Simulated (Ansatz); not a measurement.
**GeH (quartet): the correlation ladder at distance Ge1–H2 = 1.932 Å, cc-pVTZ**

How much of the correlation energy of GeH (quartet) does each wave-function method recover here?

Method: cc-pVTZ, core rule «outside noble gas», up to 14 orbitals frozen; program: Ansatz 0.2.0, Gaussian basis.

The runs, in order: UHF; CCSD(T) on ROHF; CCSD(T) on UHF; BCCD(T) on ROHF; CISD; CCSDT(Q) on ROHF; CCSDT(Q) on UHF; CASSCF and MRCISD+Q, 5 electrons in 5 orbitals; CASSCF and MRCISD+Q(relaxed), 5 electrons in 5 orbitals; CASSCF and NEVPT2, 5 electrons in 5 orbitals; Full CI.

18 further runs of the same task are left out: 2 for a mislabelled method, 10 that didn't finish, 6 set aside as unsound or not needed.

## 1. The system

The geometry derives from a PBE0/def2-TZVP stationary point (not a proven minimum). One bond is set to the value named and the two fragments are kept rigid. No spin-orbit coupling is included. The filled d shell of Ge may be among the frozen orbitals whatever the setting's name suggests; the logs give the count.

2 atoms, charge 0, spin multiplicity 4.

Atoms are counted from 1 here; the program's logs count them from 0.

Bond lengths: Ge1–H2 1.932 Å.

As a file:

```xyz
2
GeH
Ge    0.00000    0.00000    0.00000
H     0.00000    0.00000    1.93200
```

## 2. UHF

Contents of in.yaml:

```yaml
crystal:
  periodic: [false, false, false]
  atoms:
    - {symbol: Ge, position_ang: [0.000000, 0.000000, 0.000000]}
    - {symbol: H, position_ang: [0.000000, 0.000000, 1.932000]}
basis:
  gaussian: {orbitals: cc-pVTZ}
magnetization: {spin_polarized: true, initial_magnetization: 3}
hamiltonian: {xc: hf}
output: {orbitals: {seedname: orbitals}}
```

Launch:

```bash
$ ansatz run in.yaml --threads 1 --pin off --events-out ev --progress --plain --max-ram 2393MiB
```

Further steps of the session: CCSD(T) on ROHF; CCSD(T) on UHF; BCCD(T) on ROHF; CISD; CCSDT(Q) on ROHF; CCSDT(Q) on UHF; CASSCF and MRCISD+Q, 5 electrons in 5 orbitals; CASSCF and MRCISD+Q(relaxed), 5 electrons in 5 orbitals; CASSCF and NEVPT2, 5 electrons in 5 orbitals; Full CI.

Q: Predict the results of all the runs planned. Wanted: FCI below the RHF energy; RMP2 from FCI; UMP2 from FCI; RCCSD from FCI; RCCSD(T) from FCI; UCCSD(T) from FCI; RCCSDT(Q) from FCI; UCCSDT(Q) from FCI; NEVPT2 valence from FCI.

The runs gave:

| quantity | value |
| --- | --- |
| FCI below the RHF energy | -2.4050 eV |
| RMP2 from FCI | +56.1 kJ/mol |
| UMP2 from FCI | +57.5 kJ/mol |
| RCCSD from FCI | +9.7 kJ/mol |
| RCCSD(T) from FCI | +2.2 kJ/mol |
| UCCSD(T) from FCI | +0.5 kJ/mol |
| RCCSDT(Q) from FCI | 0.0 kJ/mol |
| UCCSDT(Q) from FCI | -1.7 kJ/mol |
| NEVPT2 valence from FCI | +43.5 kJ/mol |
| MRCISD+Q valence from FCI | +3.5 kJ/mol |
| MRCISD+Q(relaxed) valence from FCI | -0.6 kJ/mol |
| levels within 1 kcal/mol (43 meV) | RCCSD(T), UCCSD(T), BCCD(T), RCCSDT, UCCSDT, RCCSDT(Q), UCCSDT(Q), MRCISD+Q valence, MRCISD+Q(relaxed) valence |
| T1 diagnostic | 0.041 |
| effectively unpaired electrons | 3.03 |

**Reading.** RCCSD(T) lands +2.2 kJ/mol from the yardstick (0.9 % of the correlation energy). UCCSDT, UCCSDT(Q), MRCISD+Q(relaxed) valence fall below full CI: unrestricted runs freeze a spin-polarised core, another one than full CI's, and coupled cluster isn't variational. The occupations are near whole numbers, but T1 = 0.041 shows that the orbitals relax strongly. Of the multireference levels listed MRCISD+Q(relaxed) valence comes nearest in total energy (-0.6 kJ/mol), which doesn't show that its space is the better one. These misses are within one basis, not against nature; the frozen cores of restricted and unrestricted runs differ, which can shift their rows.
